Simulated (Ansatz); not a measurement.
Geometry optimisation, Ansatz 0.2.0, DFT PBE-D3(BJ), scalar-relativistic, plane waves, PAW.

Input file:

```yaml
crystal:
  lattice:
    - [8.8332, 0.0, 0.0]
    - [0.0, 8.8332, 0.0]
    - [0.0, 0.0, 8.8332]
  atoms:
    - { symbol: Mg, position: [0.5, 0.0, 0.0] }
    - { symbol: O, position: [0.75, 0.25, 0.25] }
    - { symbol: Mg, position: [0.75, 0.25, 0.0] }
    - { symbol: O, position: [0.0, 0.5, 0.25] }
    - { symbol: Mg, position: [0.75, 0.0, 0.25] }
    - { symbol: O, position: [0.0, 0.25, 0.5] }
    - { symbol: Mg, position: [0.0, 0.0, 0.0] }
    - { symbol: O, position: [0.5, 0.5, 0.25] }
    - { symbol: Mg, position: [0.25, 0.25, 0.0] }
    - { symbol: Mg, position: [0.5, 0.5, 0.0] }
    - { symbol: O, position: [0.75, 0.75, 0.25] }
    - { symbol: Mg, position: [0.75, 0.75, 0.0] }
    - { symbol: O, position: [0.0, 0.0, 0.25] }
    - { symbol: Mg, position: [0.25, 0.0, 0.25] }
    - { symbol: O, position: [0.5, 0.25, 0.5] }
    - { symbol: Mg, position: [0.5, 0.25, 0.25] }
    - { symbol: O, position: [0.75, 0.5, 0.5] }
    - { symbol: Mg, position: [0.75, 0.5, 0.25] }
    - { symbol: O, position: [0.0, 0.75, 0.5] }
    - { symbol: Mg, position: [0.5, 0.0, 0.5] }
    - { symbol: O, position: [0.75, 0.25, 0.75] }
    - { symbol: Mg, position: [0.75, 0.25, 0.5] }
    - { symbol: O, position: [0.0, 0.5, 0.75] }
    - { symbol: Mg, position: [0.75, 0.0, 0.75] }
    - { symbol: O, position: [0.0, 0.25, 0.0] }
    - { symbol: Mg, position: [0.0, 0.5, 0.0] }
    - { symbol: O, position: [0.25, 0.75, 0.25] }
    - { symbol: Mg, position: [0.25, 0.75, 0.0] }
    - { symbol: O, position: [0.5, 0.0, 0.25] }
    - { symbol: Mg, position: [0.0, 0.25, 0.25] }
    - { symbol: O, position: [0.25, 0.5, 0.5] }
    - { symbol: Mg, position: [0.25, 0.5, 0.25] }
    - { symbol: O, position: [0.5, 0.75, 0.5] }
    - { symbol: Mg, position: [0.5, 0.75, 0.25] }
    - { symbol: O, position: [0.75, 0.0, 0.5] }
    - { symbol: Mg, position: [0.0, 0.0, 0.5] }
    - { symbol: O, position: [0.25, 0.25, 0.75] }
    - { symbol: Mg, position: [0.25, 0.25, 0.5] }
    - { symbol: O, position: [0.5, 0.5, 0.75] }
    - { symbol: Mg, position: [0.5, 0.5, 0.5] }
    - { symbol: O, position: [0.75, 0.75, 0.75] }
    - { symbol: Mg, position: [0.75, 0.75, 0.5] }
    - { symbol: O, position: [0.0, 0.0, 0.75] }
    - { symbol: Mg, position: [0.25, 0.0, 0.75] }
    - { symbol: O, position: [0.5, 0.25, 0.0] }
    - { symbol: Mg, position: [0.5, 0.25, 0.75] }
    - { symbol: O, position: [0.75, 0.5, 0.0] }
    - { symbol: Mg, position: [0.75, 0.5, 0.75] }
    - { symbol: O, position: [0.0, 0.75, 0.0] }
    - { symbol: Mg, position: [0.0, 0.75, 0.25] }
    - { symbol: O, position: [0.25, 0.0, 0.5] }
    - { symbol: Mg, position: [0.0, 0.5, 0.5] }
    - { symbol: O, position: [0.25, 0.75, 0.75] }
    - { symbol: Mg, position: [0.25, 0.75, 0.5] }
    - { symbol: O, position: [0.5, 0.0, 0.75] }
    - { symbol: Mg, position: [0.0, 0.25, 0.75] }
    - { symbol: O, position: [0.25, 0.5, 0.0] }
    - { symbol: Mg, position: [0.25, 0.5, 0.75] }
    - { symbol: O, position: [0.5, 0.75, 0.0] }
    - { symbol: Mg, position: [0.5, 0.75, 0.75] }
    - { symbol: O, position: [0.75, 0.0, 0.0] }
    - { symbol: Mg, position: [0.0, 0.75, 0.75] }
    - { symbol: O, position: [0.25, 0.0, 0.0] }
basis:
  ecutwfc: 420.0
kpoints:
  mp_grid: { grid: [1, 1, 1] }
hamiltonian:
  xc: pbe
  dispersion: d3bj
  pseudopotentials: { kind: paw, azcp: { folder: soft_1 } }
scf:
  occupations: { method: gaussian, width: 0.05 }
  lower_state_search: "off"
relax:
  f_tol: 0.03
  max_steps: 60
  adjacent_minimum: "off"
```

Command:

```bash
$ ansatz run input.yaml --threads 4 --pin off --max-ram 10240MiB --backend cpu --events-out ev --progress --plain --runs-dir out
```

**Question.** Where does it end, and by what steps?

**Answer.** The run converged. Limits of this set-up: coarse k mesh. After 3 steps the energy has fallen by 0.165 eV; Mg9 moved furthest, 0.09 Å.

```tsv
step	energy less start (eV)	largest force component (eV/Å)	accepted
0	0.0000	0.679	yes
1	-0.1341	0.177	yes
2	-0.1617	0.052	yes
3	-0.1654	0.021	yes
```

```xyz
63
Lattice="8.8332 0.0000 0.0000 0.0000 8.8332 0.0000 0.0000 0.0000 8.8332" Properties=species:S:1:pos:R:3
Mg 4.417 0.000 0.000
O 6.625 2.208 2.208
Mg 6.625 2.208 -0.021
O -0.005 4.422 2.208
Mg 6.625 -0.021 2.208
O -0.005 2.208 4.422
Mg 0.000 0.000 0.000
O 4.422 4.422 2.208
Mg 2.208 2.208 -0.085
Mg 4.417 4.417 0.000
O 6.625 6.625 2.208
Mg 6.625 6.625 -0.006
O -0.005 -0.005 2.208
Mg 2.208 -0.085 2.208
O 4.422 2.208 4.422
Mg 4.502 2.208 2.208
O 6.625 4.417 4.417
Mg 6.625 4.437 2.208
O -0.001 6.625 4.417
Mg 4.417 0.000 4.417
O 6.625 2.208 6.625
Mg 6.625 2.208 4.437
O -0.001 4.417 6.625
Mg 6.625 -0.006 6.625
O -0.005 2.208 -0.005
Mg 0.000 4.417 0.000
O 2.208 6.625 2.208
Mg 2.208 6.625 -0.021
O 4.422 -0.005 2.208
Mg -0.085 2.208 2.208
O 2.208 4.422 4.422
Mg 2.208 4.502 2.208
O 4.417 6.625 4.417
Mg 4.437 6.625 2.208
O 6.625 -0.001 4.417
Mg 0.000 0.000 4.417
O 2.208 2.208 6.625
Mg 2.208 2.208 4.502
O 4.417 4.417 6.625
Mg 4.417 4.417 4.417
O 6.625 6.625 6.625
Mg 6.625 6.625 4.422
O -0.001 -0.001 6.625
Mg 2.208 -0.021 6.625
O 4.422 2.208 -0.005
Mg 4.437 2.208 6.625
O 6.625 4.417 -0.001
Mg 6.625 4.422 6.625
O -0.001 6.625 -0.001
Mg -0.021 6.625 2.208
O 2.208 -0.005 4.422
Mg 0.000 4.417 4.417
O 2.208 6.625 6.625
Mg 2.208 6.625 4.437
O 4.417 -0.001 6.625
Mg -0.021 2.208 6.625
O 2.208 4.422 -0.005
Mg 2.208 4.437 6.625
O 4.417 6.625 -0.001
Mg 4.422 6.625 6.625
O 6.625 -0.001 -0.001
Mg -0.006 6.625 6.625
O 2.208 -0.005 -0.005
```

Whether the end is a true minimum wasn't checked by a vibrational analysis.

Time of the run: 15 s on 4 threads of Arm Neoverse V2, with other jobs on the host, peak memory 0.82 GiB.
